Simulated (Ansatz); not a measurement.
# AlNi3: the cost of one run

Method: DFT PBEsol, scalar-relativistic, plane waves, PAW, in Ansatz 0.2.0.

2 further runs of the same task are left out: 2 set aside as unsound or not needed.

## (1) The structure to begin with

Symmetry: Pm-3m, No. 221, cubic system. The conventional cell has a = 3.567 Å, b = 3.567 Å, c = 3.567 Å, α = 90.00°, β = 90.00°, γ = 90.00°. Al (site symmetry m-3m) is surrounded by 12 Ni at 2.52 Å. Around Ni (site symmetry 4/mmm) lie 4 Al at 2.52 Å and 8 Ni at 2.52 Å.

As a file:

```
Al Ni
1.0
     3.56668    0.00000    0.00000
     0.00000    3.56668    0.00000
     0.00000    0.00000    3.56668
Al Ni
1 3
Direct
  0.00000 0.00000 0.00000
  0.00000 0.50000 0.50000
  0.50000 0.00000 0.50000
  0.50000 0.50000 0.00000
```

It goes back to an entry of the Materials Project, which need not be the stable form.

It is the result of an earlier relaxation at this level (volume 11.34 Å³/atom; gap on the mesh: none (metal), site moments up to 0.3 μB).

## (2) The cell under PBEsol

The input, input.yaml:

```yaml
crystal:
  lattice:
    - [3.5666788946, 0.0, 0.0]
    - [0.0, 3.5666788946, 0.0]
    - [0.0, 0.0, 3.5666788946]
  atoms:
    - { symbol: Al, position: [0.0, 0.0, 0.0] }
    - { symbol: Ni, position: [0.0, 0.5, 0.5], spin: 0.3 }
    - { symbol: Ni, position: [0.5, 0.0, 0.5], spin: 0.3 }
    - { symbol: Ni, position: [0.5, 0.5, 0.0], spin: 0.3 }
basis:
  ecutwfc: 420
kpoints:
  mp_grid: { grid: [12, 12, 12] }
hamiltonian:
  xc: pbesol
scf:
  occupations: { method: gaussian, width: 0.1 }
output:
  forces: true
  stress: true
  eigenvalues: true
  populations: true
magnetization:
  spin_polarized: true
relax:
  adjacent_minimum: "off"
  f_tol: 0.005
  max_steps: 50
  cell: { stress_tol: 0.05 }
```

Started as:

```
> ansatz run input.yaml --threads 1 --pin off --max-ram 2560MiB --backend cpu --events-out ev --progress --plain --runs-dir out
```

Q: Estimate wall time and peak memory on 1 thread of Intel Xeon at 2.70GHz, shared host.

About 1.9 min, with a peak of 0.51 GiB.
